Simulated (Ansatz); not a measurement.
Runs of Ansatz 0.2.0 on RuAu. Symmetry: Pm-3m, No. 221, cubic system. The conventional cell has a = 3.165 Å, b = 3.165 Å, c = 3.165 Å, α = 90.00°, β = 90.00°, γ = 90.00°. Around Ru (site symmetry m-3m) lie 8 Au at 2.74 Å. Au (site symmetry m-3m) has 8 Ru at 2.74 Å as nearest neighbours. The cell was built by a generator and needn't be a form met in nature.

```csv
task,level,spin,cell,gap on the mesh (eV),pressure (GPa),relaxed volume (Å³/atom)
single point,PBE0,"SOC, no magnetisation",as given,none,-6.4,-
single point,B3LYP,off,as given,none,5.2,-
single point,PBEsol0,off,as given,none,-13.4,-
relaxation of cell and atoms,PBEsol0,off,relaxed,none,0.0,(b)
relaxation of cell and atoms,PBE0,off,relaxed,none,0.0,(a)
single point,PBE0,off,as given,none,-7.1,-
```

Alike in all rows: potentials or basis Ansatz PAW; k mesh 4 × 4 × 4; cutoff (eV) 420; smearing fermi-dirac 0.05 eV; the mesh is coarse, so values aren't converged.

Problem. Fill in the values left out.

Solution. (a) 15.34; (b) 14.93.

Caveats: all runs use coarse meshes; the PAW data sets come from PBE, with cores solved anew for the run's functional, which leaves a small shift of forces and pressure; the thresholds are loose for stress (some runs); the plane-wave basis is chosen anew once the cell has moved, so the energies of steps on either side of that aren't comparable (some runs).

A k mesh can miss the band edges, and rows without SOC leave out spin-orbit coupling on Au, Ru.

A gap of «none» marks a metal or a gap under the smearing width.
